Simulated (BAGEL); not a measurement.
# HF/6-31G(d) (density fitting with qzvpp-jkfit, spherical functions) run of AlSi2H5O (SMILES [SiH3][Al]1[O][SiH2]1)

What is the energy change on altering one bond length of AlSi2H5O at HF/6-31G* (density fitting with qzvpp-jkfit, spherical functions)? 

The results are computed with BAGEL 1.2.2.

### 1 The molecule

The species is AlSi2H5O (9 atoms), meant as a singlet with charge 0. As SMILES, `[SiH3][Al]1[O][SiH2]1`. Geometry: relaxed at PBE0-D4/def2-TZVP.

Bond lengths: Si1–Al2 2.450 Å, Al2–O3 1.745 Å, Al2–Si4 2.280 Å, O3–Si4 1.688 Å, Si1–H5 1.488 Å, Si1–H6 1.489 Å, Si1–H7 1.487 Å, Si4–H8 1.490 Å, Si4–H9 1.490 Å. Some angles: Si1–Al2–O3 129.7°, Si1–Al2–Si4 177.0°, O3–Al2–Si4 47.3°, Al2–O3–Si4 83.2°, Al2–Si4–O3 49.5°, Al2–Si1–H5 109.6°, Al2–Si1–H6 109.4°, Al2–Si1–H7 111.5°, Al2–Si4–H8 126.2°, Al2–Si4–H9 126.3°.

### 2 The energy at HF/6-31G(d) (density fitting with qzvpp-jkfit, spherical functions)

File hf.json:

```json
{ "bagel": [

{
  "title": "molecule",
  "basis": "6-31gs.json",
  "df_basis": "qzvpp-jkfit",
  "angstrom": true,
  "geometry": [
    { "atom": "Si", "xyz": [   -0.652900,    1.717100,   -1.334700 ] },
    { "atom": "Al", "xyz": [   -0.124900,   -0.148900,    0.162800 ] },
    { "atom": "O", "xyz": [    1.392700,   -0.965300,    0.434300 ] },
    { "atom": "Si", "xyz": [    0.478600,   -1.877700,    1.520900 ] },
    { "atom": "H", "xyz": [   -1.763800,    1.326700,   -2.244900 ] },
    { "atom": "H", "xyz": [   -1.100100,    2.886400,   -0.529300 ] },
    { "atom": "H", "xyz": [    0.526500,    2.112800,   -2.150200 ] },
    { "atom": "H", "xyz": [    0.403300,   -3.327600,    1.187000 ] },
    { "atom": "H", "xyz": [    0.929000,   -1.770000,    2.936900 ] }
  ]
},
{ "title": "hf" },
{ "title": "print", "file": "orbitals.molden", "orbitals": true }

]}
```

The basis set 6-31G* is read from a file made from the Basis Set Exchange's data (not shown).

Launch:

```
$ BAGEL_NUM_THREADS=1 BAGEL hf.json > hf.out
```

Standard output:

```text
* using 1 threads per process

  ===============================================================
  ===============================================================

  *** Geometry ***

  { "atom" : "Si", "xyz" : [     -1.233802,      3.244849,     -2.522217 ] },
  { "atom" : "Al", "xyz" : [     -0.236027,     -0.281380,      0.307647 ] },
  { "atom" : "O", "xyz" : [      2.631822,     -1.824153,      0.820708 ] },
  { "atom" : "Si", "xyz" : [      0.904423,     -3.548339,      2.874084 ] },
  { "atom" : "H", "xyz" : [     -3.333099,      2.507100,     -4.242246 ] },
  { "atom" : "H", "xyz" : [     -2.078888,      5.454505,     -1.000232 ] },
  { "atom" : "H", "xyz" : [      0.994941,      3.992613,     -4.063289 ] },
  { "atom" : "H", "xyz" : [      0.762127,     -6.288253,      2.243105 ] },
  { "atom" : "H", "xyz" : [      1.755556,     -3.344815,      5.549937 ] },

  Number of auxiliary basis functions:      551

  Since a DF basis is specified, we compute 2- and 3-index integrals:
    o Being stored without compression. Storage requirement is 0.027 GB

  Number of basis functions:       78
  Number of electrons      :       54

    * METHOD: MOLECULE                             0.27

  *** RHF ***

  === Nuclear Repulsion ===
   235.0134388000

      * DIIS with orbital gradients will be used.

  === RHF iteration (6-31gs.json) ===
      0       -897.20858581          0.02369931           0.08
      1       -897.28637726          0.02360462           0.07
      2       -897.51442843          0.00182641           0.07
      3       -897.51803273          0.00039982           0.07
      4       -897.51819962          0.00009499           0.08
      5       -897.51821299          0.00002711           0.07
      6       -897.51821429          0.00000912           0.08
      7       -897.51821445          0.00000301           0.08
      8       -897.51821446          0.00000069           0.07
      9       -897.51821446          0.00000020           0.07
     10       -897.51821446          0.00000006           0.07
     11       -897.51821446          0.00000002           0.08
     12       -897.51821446          0.00000001           0.08
    * SCF iteration converged.

    * Permanent dipole moment:
           (    0.821102,    -0.412572,     0.124119) a.u.

    * METHOD: HF                                   1.15

    * METHOD: PRINT                                0.01

  ===============================================================
```

Wall time 1.6 s (1 thread of Arm Neoverse V2, shared host); peak memory 0.13 GiB.

### 3 The distorted shape, same level

File calc.json:

```json
{ "bagel": [

{
  "title": "molecule",
  "basis": "6-31gs.json",
  "df_basis": "qzvpp-jkfit",
  "angstrom": "true",
  "geometry": [
    { "atom": "Si", "xyz": [   -0.562538,    3.457018,   -0.934011 ] },
    { "atom": "Al", "xyz": [   -0.034538,    1.591018,    0.563489 ] },
    { "atom": "O", "xyz": [    1.483062,    0.774618,    0.834989 ] },
    { "atom": "Si", "xyz": [    0.568962,   -0.137782,    1.921589 ] },
    { "atom": "H", "xyz": [   -1.673438,    3.066618,   -1.844211 ] },
    { "atom": "H", "xyz": [   -1.009738,    4.626318,   -0.128611 ] },
    { "atom": "H", "xyz": [    0.616862,    3.852718,   -1.749511 ] },
    { "atom": "H", "xyz": [    0.403300,   -3.327600,    1.187000 ] },
    { "atom": "H", "xyz": [    1.019362,   -0.030082,    3.337589 ] }
  ]
},
{
  "title": "hf",
  "charge": 0
},
{
  "title": "print",
  "file": "orbitals.molden",
  "orbitals": "true"
}

]}
```

The basis set 6-31G* is read from a file made from the Basis Set Exchange's data (not shown).

Launch:

```
$ BAGEL_NUM_THREADS=1 BAGEL calc.json > calc.out
```

Standard output:

```text
* using 1 threads per process

  ===============================================================
  ===============================================================

  *** Geometry ***

  { "atom" : "Si", "xyz" : [     -1.063043,      6.532817,     -1.765025 ] },
  { "atom" : "Al", "xyz" : [     -0.065267,      3.006588,      1.064840 ] },
  { "atom" : "O", "xyz" : [      2.802581,      1.463816,      1.577901 ] },
  { "atom" : "Si", "xyz" : [      1.075182,     -0.260370,      3.631277 ] },
  { "atom" : "H", "xyz" : [     -3.162340,      5.795068,     -3.485054 ] },
  { "atom" : "H", "xyz" : [     -1.908128,      8.742474,     -0.243040 ] },
  { "atom" : "H", "xyz" : [      1.165700,      7.280582,     -3.306097 ] },
  { "atom" : "H", "xyz" : [      0.762127,     -6.288253,      2.243105 ] },
  { "atom" : "H", "xyz" : [      1.926315,     -0.056847,      6.307129 ] },

  Number of auxiliary basis functions:      551

  Since a DF basis is specified, we compute 2- and 3-index integrals:
    o Being stored without compression. Storage requirement is 0.027 GB

  Number of basis functions:       78
  Number of electrons      :       54

    * METHOD: MOLECULE                             0.28

  *** RHF ***

  === Nuclear Repulsion ===
   230.6671584518

      * DIIS with orbital gradients will be used.

  === RHF iteration (6-31gs.json) ===
      0       -896.99271221          0.02397028           0.08
      1       -897.08863488          0.02412271           0.08
      2       -897.32295649          0.00202405           0.08
      3       -897.32781720          0.00080295           0.07
      4       -897.32863077          0.00027790           0.07
      5       -897.32878986          0.00010890           0.07
      6       -897.32882430          0.00004614           0.07
      7       -897.32883122          0.00001527           0.07
      8       -897.32883168          0.00000773           0.07
      9       -897.32883175          0.00000316           0.07
     10       -897.32883177          0.00000112           0.07
     11       -897.32883177          0.00000051           0.08
     12       -897.32883177          0.00000018           0.08
     13       -897.32883177          0.00000006           0.07
     14       -897.32883177          0.00000003           0.07
     15       -897.32883177          0.00000001           0.07
     16       -897.32883177          0.00000001           0.07
    * SCF iteration converged.

    * Permanent dipole moment:
           (    0.881603,    -2.448271,     0.108684) a.u.

    * METHOD: HF                                   1.44

    * METHOD: PRINT                                0.01

  ===============================================================
```

Run time: 1.9 s. Hardware: 1 thread of Arm Neoverse V2, shared host; peak memory 0.13 GiB.

### 4 Summary of results

Level: HF/6-31G* (density fitting with qzvpp-jkfit, spherical functions).

```
                                                          quantity          value
                                         first shape: total energy  -897.51821 Eh
                                        first shape: dipole moment         2.36 D
                                          first shape: HOMO energy       -8.31 eV
                                          first shape: LUMO energy        1.09 eV
                                        first shape: HOMO–LUMO gap        9.40 eV
                                     distorted shape: total energy  -897.32883 Eh
                                    distorted shape: dipole moment         6.62 D
                                      distorted shape: HOMO energy       -6.98 eV
                                      distorted shape: LUMO energy       -0.61 eV
                                    distorted shape: HOMO–LUMO gap        6.37 eV
energy change with the Si4–H8 bond stretched from 1.490 to 3.277 Å       5.153 eV
```

With the Si4–H8 bond stretched from 1.490 to 3.277 Å the energy rises by 5.15 eV (119 kcal/mol). The first shape isn't relaxed at this level, so the change isn't measured from a minimum. A restricted reference can't describe the breaking bond well at this length.
